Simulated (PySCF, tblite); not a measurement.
# C₄H₄F₃ radical: geometry, infrared bands and EPR parameters

Wanted: the infrared bands and EPR parameters of C₄H₄F₃ radical (`[CH2]C(=C)C(F)(F)F`), by calculation.

The runs use tblite 0.8.0 and PySCF 2.14.0, with density-fitted response routines of our own; the level of theory stands in each step. All values are computed, except where a source is named. Atoms are numbered from 0 throughout.

## (1) The molecule as given

11 atoms, charge 0, multiplicity 2; geometry from: force field or distance geometry start.

Bonds of the start (Å): C0–C1 1.46, C1–C2 1.35, C1–C3 1.50, C3–F4 1.40, C3–F5 1.40, C3–F6 1.37, C0–H7 1.10, C0–H8 1.12, C2–H9 1.10, C2–H10 1.08.

## (2) Geometry optimisation with GFN2-xTB

The job: settings as JSON, then the geometry in Å.

```
{"job": {"kind": "relax", "xc": "GFN2-xTB", "basis": "xTB"}, "charge": 0, "multiplicity": 2}
C     -0.639600     1.331000    -0.598600
C      0.137400     0.168500    -0.186000
C      1.485800     0.111800    -0.185500
C     -0.621700    -1.036500     0.287000
F      0.237700    -2.075000     0.669500
F     -1.289900    -0.603800     1.432900
F     -1.534300    -1.487000    -0.629000
H     -0.115900     2.249200    -0.305100
H     -1.664900     1.232200    -0.155000
H      1.918800    -0.833000     0.161300
H      2.092300     0.945300    -0.517500
```

On the command line:

```
> OMP_NUM_THREADS=1 python probes_run.py task.json out
```

This one command runs all jobs of the session in turn.

**Question.** This job is followed by: GFN2-xTB harmonic vibrations, gas phase; UKS B3LYP, pcH-1 on C F H, non-relativistic, mean-field spin-orbit, GIAO. What will the session give for the following? strongest single infrared mode (GFN2-xTB); zero-point energy (GFN2-xTB); g(iso) (B3LYP); ⟨S²⟩; largest a(iso) (averaged by class); surface potential, 1st and 99th percentile.

The runs gave:

```
                                 quantity                  value
strongest single infrared mode (GFN2-xTB)  1046 cm⁻¹, 350 km/mol
             zero-point energy (GFN2-xTB)          43.1 kcal/mol
                           g(iso) (B3LYP)                2.00267
                                     ⟨S²⟩     0.779 (exact 0.75)
       largest a(iso) (averaged by class)    13C on C0, 58.5 MHz
    surface potential, 1st and 99th percentile     -0.67 V and 1.25 V
```

**Reading.** The optimisation took 31 steps and gained 0.880 eV; among the close pairs (by a distance rule), C0–C1 changed most, from 1.458 to 1.377 Å. The lowest mode is slightly imaginary (2i cm⁻¹), a soft motion within the noise of the Hessian, so the minimum is not strictly shown. The strongest single mode, at 1046 cm⁻¹, moves mainly C3. GFN2-xTB is a fitted tight-binding method: band positions and strengths are rough. Its intensities can rank the bands wrongly. The largest spin populations lie on C0 (0.72 e), C2 (0.67 e). The isotropic g lies 0.3 ppt above the free-electron value.
